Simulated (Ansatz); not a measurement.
# CH₄AlFO₂: geometry and vibrations

What shape does CH₄AlFO₂ take? The plan is to relax it, then compute its harmonic vibrations to see whether it is a minimum and to get the zero-point energy and entropy, and look at its orbitals and charge.

Method: RKS PBE0-D4/def2-TZVP; program: Ansatz 0.2.0, Gaussian basis.

The runs, in order: relaxation at PBE-D4/def2-SVP; relaxation at PBE0-D4/def2-TZVP; harmonic vibrations at the same level; a single point in def2-TZVPP for the fields.

## (1) The starting structure

SMILES `C[O][Al]([OH])[F]`, 9 atoms, charge 0, spin multiplicity 1.

Atoms are counted from 1 here; the program's logs count them from 0.

Bond lengths: C1–O2 1.391 Å, C1–H6 1.035 Å, C1–H7 1.136 Å, C1–H8 1.115 Å, O2–Al3 1.869 Å, Al3–O4 1.778 Å, Al3–F5 1.808 Å, O4–H9 1.038 Å. Angles: O2–C1–H6 112.7°, O2–C1–H7 109.2°, O2–C1–H8 108.4°, H6–C1–H7 109.2°, H6–C1–H8 109.8°, H7–C1–H8 107.4°, C1–O2–Al3 111.4°, O2–Al3–O4 120.0°, O2–Al3–F5 119.0°, O4–Al3–F5 120.8°, Al3–O4–H9 105.4°.

The start is a force-field geometry with small random shifts, so a cheaper pass at PBE-D4/def2-SVP comes first.

## (2) Optimising with PBE-D4/def2-SVP (cheap first pass)

Contents of in.yaml:

```yaml
crystal:
  periodic: [false, false, false]
  atoms:
    - {symbol: C, position_ang: [0.215500, -1.423900, -0.440100]}
    - {symbol: O, position_ang: [1.032900, -0.566600, 0.288900]}
    - {symbol: Al, position_ang: [0.373000, 1.181800, 0.273700]}
    - {symbol: O, position_ang: [-0.690100, 1.743100, 1.584300]}
    - {symbol: F, position_ang: [0.918400, 2.313700, -1.026500]}
    - {symbol: H, position_ang: [0.559600, -2.400500, -0.439800]}
    - {symbol: H, position_ang: [0.145400, -1.052600, -1.511700]}
    - {symbol: H, position_ang: [-0.811000, -1.384700, -0.005800]}
    - {symbol: H, position_ang: [-1.655200, 1.543400, 1.259900]}
basis:
  gaussian: {orbitals: def2-SVP}
hamiltonian: {xc: pbe, dispersion: d4}
relax: {f_tol: 0.03, max_steps: 200}
```

Command:

```sh
$ ansatz run in.yaml --threads 2 --pin off --events-out ev --progress --plain --max-ram 32768MiB --backend cpu
```

Log, cut to the lines that bear on the results:

```text
Functional definition: PBE
  name "PBE"
  cite "Perdew, Burke & Ernzerhof, Phys. Rev. Lett. 77, 3865 (1996) doi:10.1103/PhysRevLett.77.3865"
  parent pbe
[...]
1017 factors; their error is unknown
[...]
mean field -14492.88599906 eV, -532.6037368344 hartree, gradient 1.7e-5 eV, S^2 0.000000; 0 other end points of the search recorded, 0 dependent functions left out
[...]
reference -14492.88603916 eV, -532.6037383083 hartree; 24, 24 occupied and 70, 70 virtual orbitals, 1017 factors
relax step   1: F+E_penalty+E_count = -14493.02467104 eV  Δ(F+E_penalty+E_count) = +0.000e0 eV  max|allowed force component| = 3.185e0 eV/Å  Δτ_max = 0.0000 Å  (27 SCF iters, accepted)
[...]
relax step   5: F+E_penalty+E_count = -14493.98804499 eV  Δ(F+E_penalty+E_count) = -3.059e-2 eV  max|allowed force component| = 1.613e-1 eV/Å  Δτ_max = 0.1074 Å  (28 SCF iters, accepted)
[...]
relax step   9: F+E_penalty+E_count = -14494.10313152 eV  Δ(F+E_penalty+E_count) = -3.800e-2 eV  max|allowed force component| = 3.200e-1 eV/Å  Δτ_max = 0.0966 Å  (28 SCF iters, accepted)
[...]
relax step  13: F+E_penalty+E_count = -14494.21964596 eV  Δ(F+E_penalty+E_count) = -7.938e-3 eV  max|allowed force component| = 3.145e-1 eV/Å  Δτ_max = 0.1088 Å  (29 SCF iters, accepted)
[...]
relax step  15: F+E_penalty+E_count = -14494.22579732 eV  Δ(F+E_penalty+E_count) = -6.151e-3 eV  max|allowed force component| = 6.575e-2 eV/Å  Δτ_max = 0.0510 Å  (29 SCF iters, accepted)
[...]
relax step  16: F+E_penalty+E_count = -14494.22715188 eV  Δ(F+E_penalty+E_count) = -1.355e-3 eV  max|allowed force component| = 9.763e-3 eV/Å  Δτ_max = 0.0401 Å  (29 SCF iters, accepted)
1017 factors; their error is unknown
mean field -14494.08392957 eV, -532.6477599688 hartree, gradient 1.2e-5 eV, S^2 0.000000; 1 other end points of the search recorded, 0 dependent functions left out
[...]
reference -14494.08396819 eV, -532.6477613881 hartree; 24, 24 occupied and 70, 70 virtual orbitals, 1017 factors
Total energy: -14494.22719050 eV, -532.6530247107 hartree
Atom 0 at     0.184178    -1.529214    -0.556833 Å, force    -0.000508     0.002797     0.003450 eV/Å
Atom 1 at     0.667272    -0.211856    -0.582425 Å, force    -0.001199     0.004082    -0.003088 eV/Å
Atom 2 at     0.251077     1.260864     0.144703 Å, force    -0.000250     0.009763     0.000292 eV/Å
Atom 3 at    -1.044931     1.368742     1.250251 Å, force     0.001506    -0.008718    -0.004537 eV/Å
Atom 4 at     1.157755     2.603073    -0.264088 Å, force     0.001374    -0.006111     0.002477 eV/Å
Atom 5 at     0.962344    -2.222751    -0.164726 Å, force    -0.000786     0.000701    -0.001195 eV/Å
Atom 6 at    -0.069831    -1.868381    -1.586605 Å, force    -0.001876    -0.002410     0.003343 eV/Å
Atom 7 at    -0.726212    -1.654339     0.073938 Å, force     0.002075    -0.002241    -0.001176 eV/Å
Atom 8 at    -1.293151     2.207562     1.668686 Å, force    -0.000336     0.002137     0.000435 eV/Å
Dipole moment:    -0.266616    -0.078804     0.194410 e Å
```

It took 22 s on 2 threads, shared host.

Relaxation path: (the energy doesn't fall at every step)

```
step  energy from step 1 (eV)  largest force component (eV/Å)
   1                   0.0000                          3.1848
   2                  -0.6157                          1.5850
   3                  -0.7737                          1.0330
   4                  -0.9328                          0.2273
   5                  -0.9634                          0.1613
   6                  -0.9953                          0.1506
   7                  -1.0405                          0.3941
   8                  -1.0078                          1.7498
   9                  -1.0785                          0.3200
  10                  -1.1136                          0.3252
  11                  -1.1510                          0.2913
  12                  -1.1870                          0.0990
  13                  -1.1950                          0.3145
  14                  -1.1899                          0.3671
  15                  -1.2011                          0.0658
  16                  -1.2025                          0.0098
```

Close pairs (by a distance rule), those that changed most:

```
  bond  before (Å)  after (Å)  change (Å)
O2–Al3       1.869      1.694      -0.174
Al3–F5       1.808      1.671      -0.138
 C1–H6       1.035      1.114      +0.078
Al3–O4       1.778      1.707      -0.072
 O4–H9       1.038      0.970      -0.068
 C1–H7       1.136      1.114      -0.023
 C1–O2       1.391      1.403      +0.012
 C1–H8       1.115      1.115      -0.001
```

## (3) Optimising with PBE0-D4/def2-TZVP

Contents of in.yaml:

```yaml
crystal:
  periodic: [false, false, false]
  atoms:
    - {symbol: C, position_ang: [0.184178, -1.529214, -0.556833]}
    - {symbol: O, position_ang: [0.667272, -0.211856, -0.582425]}
    - {symbol: Al, position_ang: [0.251077, 1.260864, 0.144703]}
    - {symbol: O, position_ang: [-1.044931, 1.368742, 1.250251]}
    - {symbol: F, position_ang: [1.157755, 2.603073, -0.264088]}
    - {symbol: H, position_ang: [0.962344, -2.222751, -0.164726]}
    - {symbol: H, position_ang: [-0.069831, -1.868381, -1.586605]}
    - {symbol: H, position_ang: [-0.726212, -1.654339, 0.073938]}
    - {symbol: H, position_ang: [-1.293151, 2.207562, 1.668686]}
basis:
  gaussian: {orbitals: def2-TZVP}
hamiltonian: {xc: pbe0, dispersion: d4}
relax: {f_tol: 0.005, max_steps: 150}
```

Launched as before.

Log, cut to the lines that bear on the results:

```text
Functional definition: PBE0
  name "PBE0"
  cite "Adamo & Barone, J. Chem. Phys. 110, 6158 (1999) doi:10.1063/1.478522"
  cite "Perdew, Burke & Ernzerhof, Phys. Rev. Lett. 77, 3865 (1996) doi:10.1103/PhysRevLett.77.3865"
  parent pbe
[...]
1093 factors; their error is unknown
[...]
mean field -14507.09896263 eV, -533.1260536116 hartree, gradient 2.8e-5 eV, S^2 0.000000; 0 other end points of the search recorded, 0 dependent functions left out
[...]
reference -14507.09899696 eV, -533.1260548733 hartree; 24, 24 occupied and 161, 161 virtual orbitals, 1093 factors
relax step   1: F+E_penalty+E_count = -14507.21995124 eV  Δ(F+E_penalty+E_count) = +0.000e0 eV  max|allowed force component| = 6.433e-1 eV/Å  Δτ_max = 0.0000 Å  (27 SCF iters, accepted)
[...]
Total energy: -14507.27652209 eV, -533.1325788018 hartree
Atom 0 at     0.177462    -1.511210    -0.541463 Å, force     0.000081    -0.000637    -0.000088 eV/Å
Atom 1 at     0.677928    -0.204175    -0.589819 Å, force     0.000288    -0.000268    -0.000307 eV/Å
Atom 2 at     0.267258     1.243956     0.128594 Å, force    -0.000480     0.000547     0.000547 eV/Å
Atom 3 at    -1.033927     1.336393     1.193656 Å, force    -0.000036    -0.000320    -0.000041 eV/Å
Atom 4 at     1.160467     2.575606    -0.226649 Å, force    -0.000104    -0.000646    -0.000144 eV/Å
Atom 5 at     0.956856    -2.194502    -0.190122 Å, force    -0.000428     0.000521    -0.000214 eV/Å
Atom 6 at    -0.125304    -1.830237    -1.543631 Å, force     0.000177     0.000441     0.000698 eV/Å
Atom 7 at    -0.687384    -1.605278     0.124709 Å, force     0.000300     0.000110    -0.000349 eV/Å
Atom 8 at    -1.304856     2.143147     1.627627 Å, force     0.000201     0.000252    -0.000101 eV/Å
Dipole moment:    -0.251806    -0.106216     0.172749 e Å
```

Wall time 59 s (2 threads, shared host).

Relaxation path:

```
step  energy from step 1 (eV)  largest force component (eV/Å)
   1                   0.0000                          0.6433
   2                  -0.0444                          0.3733
   3                  -0.0556                          0.0574
   4                  -0.0558                          0.0992
   5                  -0.0560                          0.0529
   6                  -0.0564                          0.0323
   7                  -0.0565                          0.0119
   8                  -0.0565                          0.0010
   9                  -0.0565                          0.0054
  10                  -0.0565                          0.0041
  11                  -0.0565                          0.0028
  12                  -0.0565                          0.0064
  13                  -0.0565                          0.0007
```

The force was under the threshold of 0.005 eV/Å already at step 8, but the program went on to step 13.

Distances of close pairs at the start and the end, largest changes first:

```
  bond  before (Å)  after (Å)  change (Å)
Al3–F5       1.671      1.642      -0.028
O2–Al3       1.694      1.668      -0.026
Al3–O4       1.707      1.684      -0.023
 C1–H6       1.114      1.094      -0.019
 C1–H7       1.114      1.094      -0.019
 C1–H8       1.115      1.096      -0.019
 O4–H9       0.970      0.955      -0.014
 C1–O2       1.403      1.400      -0.003
```

Mulliken charges of the relaxed molecule (report file):

```
atom  value (e)
  C1      -0.21
  O2      -0.33
 Al3       0.75
  O4      -0.55
  F5      -0.35
  H6       0.12
  H7       0.12
  H8       0.13
  H9       0.32
```

## (4) Harmonic vibrations

Contents of in.yaml:

```yaml
crystal:
  periodic: [false, false, false]
  atoms:
    - {symbol: C, position_ang: [0.177462, -1.511210, -0.541463]}
    - {symbol: O, position_ang: [0.677928, -0.204175, -0.589819]}
    - {symbol: Al, position_ang: [0.267258, 1.243956, 0.128594]}
    - {symbol: O, position_ang: [-1.033927, 1.336393, 1.193656]}
    - {symbol: F, position_ang: [1.160467, 2.575606, -0.226649]}
    - {symbol: H, position_ang: [0.956856, -2.194502, -0.190122]}
    - {symbol: H, position_ang: [-0.125304, -1.830237, -1.543631]}
    - {symbol: H, position_ang: [-0.687384, -1.605278, 0.124709]}
    - {symbol: H, position_ang: [-1.304856, 2.143147, 1.627627]}
basis:
  gaussian: {orbitals: def2-TZVP}
hamiltonian: {xc: pbe0, dispersion: d4}
phonons: {temperatures: {t_min: 298.15, t_max: 900, t_step: 200}}
```

Same command.

Log, cut to the lines that bear on the results:

```text
Functional definition: PBE0
  name "PBE0"
  cite "Adamo & Barone, J. Chem. Phys. 110, 6158 (1999) doi:10.1063/1.478522"
  cite "Perdew, Burke & Ernzerhof, Phys. Rev. Lett. 77, 3865 (1996) doi:10.1103/PhysRevLett.77.3865"
  parent pbe
[...]
1093 factors; their error is unknown
[...]
mean field -14507.15457937 eV, -533.1280974891 hartree, gradient 2.8e-5 eV, S^2 0.000000; 0 other end points of the search recorded, 0 dependent functions left out
[...]
reference -14507.15461344 eV, -533.1280987412 hartree; 24, 24 occupied and 161, 161 virtual orbitals, 1093 factors
[...]
1093 factors; their error is unknown
mean field -14507.15441099 eV, -533.1280913015 hartree, gradient 9.9e-7 eV, S^2 0.000000; 0 other end points of the search recorded, 0 dependent functions left out
[...]
reference -14507.15444507 eV, -533.1280925538 hartree; 24, 24 occupied and 161, 161 virtual orbitals, 1093 factors
[...]
Atom 1 at     0.677928    -0.204175    -0.589819 Å, force     0.000250    -0.000293    -0.000277 eV/Å
Atom 2 at     0.267258     1.243956     0.128594 Å, force    -0.000385     0.000481     0.000489 eV/Å
Atom 3 at    -1.033927     1.336393     1.193656 Å, force    -0.000090    -0.000285     0.000004 eV/Å
Atom 4 at     1.160467     2.575606    -0.226649 Å, force    -0.000147    -0.000642    -0.000127 eV/Å
Atom 5 at     0.956856    -2.194502    -0.190122 Å, force    -0.000429     0.000522    -0.000211 eV/Å
Atom 6 at    -0.125304    -1.830237    -1.543631 Å, force     0.000171     0.000437     0.000689 eV/Å
Atom 7 at    -0.687384    -1.605278     0.124709 Å, force     0.000281     0.000079    -0.000342 eV/Å
Atom 8 at    -1.304856     2.143147     1.627627 Å, force     0.000219     0.000268    -0.000114 eV/Å
Dipole moment:    -0.251804    -0.106219     0.172748 e Å
Vibrations: 75.43 91.72 104.18 227.87 278.87 292.98 345.73 630.94 641.42 884.00 933.63 1183.25 1191.94 1239.50 1488.08 1496.26 1501.97 3016.01 3083.24 3089.61 3968.08 cm⁻¹, zero-point energy 1.597208 eV
```

Run time: 4 min. Hardware: 2 threads, shared host.

Motions are named by where the mode's potential energy lies. The modes, unscaled (a negative number is an imaginary wavenumber):

```
mode  cm⁻¹                          motion
   1    75                         torsion
   2    92                            bend
   3   104                         torsion
   4   228                            bend
   5   279                            bend
   6   293  torsion with out-of-plane bend
   7   346                         torsion
   8   631          bend with Al–O stretch
   9   641          bend with Al–O stretch
  10   884           Al–F and Al–O stretch
  11   934           Al–O and Al–F stretch
  12  1183                            bend
  13  1192                            bend
  14  1240                     C–O stretch
  15  1488                            bend
  16  1496                            bend
  17  1502                            bend
  18  3016                     C–H stretch
  19  3083                     C–H stretch
  20  3090                     C–H stretch
  21  3968                     O–H stretch
```

From these modes and the moments of inertia (298.15 K, 1 bar, symmetry number 1):

```
                term            value
   zero-point energy     154.1 kJ/mol
          H(298) − E     175.8 kJ/mol
entropy, translation  165.5 J/(mol K)
   entropy, rotation  111.5 J/(mol K)
  entropy, vibration   76.5 J/(mol K)
      entropy, total  353.5 J/(mol K)
```

## (5) Fields at the relaxed geometry

Changes to in.yaml since step 4:

```diff
@@ -13,4 +13,4 @@
 basis:
-  gaussian: {orbitals: def2-TZVP}
+  gaussian: {orbitals: def2-TZVPP}
 hamiltonian: {xc: pbe0, dispersion: d4}
-phonons: {temperatures: {t_min: 298.15, t_max: 900, t_step: 200}}
+output: {orbitals: {seedname: orbitals}}
```

Launched as before.

Log:

```text
Functional definition: PBE0
  name "PBE0"
  cite "Adamo & Barone, J. Chem. Phys. 110, 6158 (1999) doi:10.1063/1.478522"
  cite "Perdew, Burke & Ernzerhof, Phys. Rev. Lett. 77, 3865 (1996) doi:10.1103/PhysRevLett.77.3865"
  parent pbe
  parameter a = 0.25
  parameter kappa = 0.804
  parameter beta = 0.06672455060314922
  exchange = (1 - a)*pbe_x(kappa = kappa, mu = beta*pi^2/3) + a*exact_x
  correlation = pbe_c(beta = beta)
1174 factors; their error is unknown
mean field evaluation 1: about -14495.6540 eV, gradient 8.4e1 eV
mean field evaluation 2: about -14477.0104 eV, gradient 1.3e2 eV
mean field evaluation 4: about -14507.1478 eV, gradient 6.4e0 eV
mean field evaluation 8: about -14507.2339 eV, gradient 3.7e-1 eV
mean field evaluation 16: about -14507.2340 eV, gradient 3.0e-5 eV
mean field -14507.23404103 eV, -533.1310176516 hartree, gradient 3.0e-5 eV, S^2 0.000000; 0 other end points of the search recorded, 0 dependent functions left out
reference -14507.23407589 eV, -533.1310189324 hartree; 24, 24 occupied and 198, 198 virtual orbitals, 1174 factors
Total energy: -14507.35598898 eV, -533.1354991558 hartree
```

Wall time 4.1 s (2 threads, shared host).

Orbitals, density, ELF and potential are computed afterwards from the orbital file.

Frontier orbitals at PBE0-D4/def2-TZVPP, with the share of their density that lies nearest to each atom:

```
orbital  energy (eV)                                    lies on
 HOMO-1        -8.59                   O2 61 %; H8 18 %; C1 7 %
   HOMO        -8.35            O2 63 %; H6, H7 about 12 % each
   LUMO        -0.64  Al3 38 %; F5 17 %; O2, O4 about 12 % each
```

ELF in a plane through or near 7 of the atoms.

Ten even steps from ' ' (0.00) to '@' (1.00):
```
                                                        
                                                        
                                                        
            ..--====::                                  
          ::==##%%##++..      ....                      
        ..==**%%++####::    --++++::                    
        ..==##%%--####..  --##%%##--                    
          ::++##%%**..    **%%%%%%==                    
              ......%%##--##==**##++==++==..            
              ......**##::**######::==****::..          
          ..::==####--..  --==--++--..====..            
        ..++**####**%%++..    ==%%@@**==..              
        ==@@@@@@++::%%##--  ..%%@@@@@@##..              
        ::##%%%%##%%%%**--    %%@@@@@@%%..              
          ::----==****++::    ++@@@@%%**                
                ..::--::        --==--..                
                                                        
                                                        
                                                        
                                                        
```
The map spans 10.7 Å across and 8.9 Å up, centred on the molecule. Atoms in the plane (x, y in Å): C1 (1.6, -0.1), O2 (0.5, 0.8), Al3 (-1.2, 0.5), O4 (-1.8, -1.0), F5 (-2.2, 1.8), H8 (1.3, -1.1), H9 (-2.7, -1.2).

On the surface of density 0.002 e/bohr³ the electrostatic potential runs, from the 1st to the 99th percentile, from -1.25 V near F5 to 3.63 V near Al3.

## (6) What came out

| quantity | value |
| --- | --- |
| point group | Cs |
| steps | 16 + 13 |
| shift from the start (rms) | 0.659 Å |
| total energy | -14507.2765 eV |
| dispersion term | -122 meV |
| dipole moment | 1.55 D |
| lowest, highest wavenumber | 75, 3968 cm⁻¹ |
| zero-point energy | 154.1 kJ/mol |
| entropy at 298.15 K | 353.5 J/(mol K) |
| HOMO, LUMO | -8.35, -0.64 eV |

In words: The relaxed geometry lies 0.66 Å (rms) from the start; the bond that changed most is O2–Al3, from 1.869 to 1.668 Å. All wavenumbers are real, so the end point is a minimum. The stiffest mode, 3968 cm⁻¹, is an O–H stretch, and 3 modes under 200 cm⁻¹ make the vibrational entropy uncertain. Harmonic hybrid wavenumbers usually lie a few per cent above measured fundamentals. The largest Mulliken charge, +0.75 e, sits on Al3. The HOMO lies mostly on O2 63 %; H6, H7 about 12 % each and the LUMO on Al3 38 %; F5 17 %.
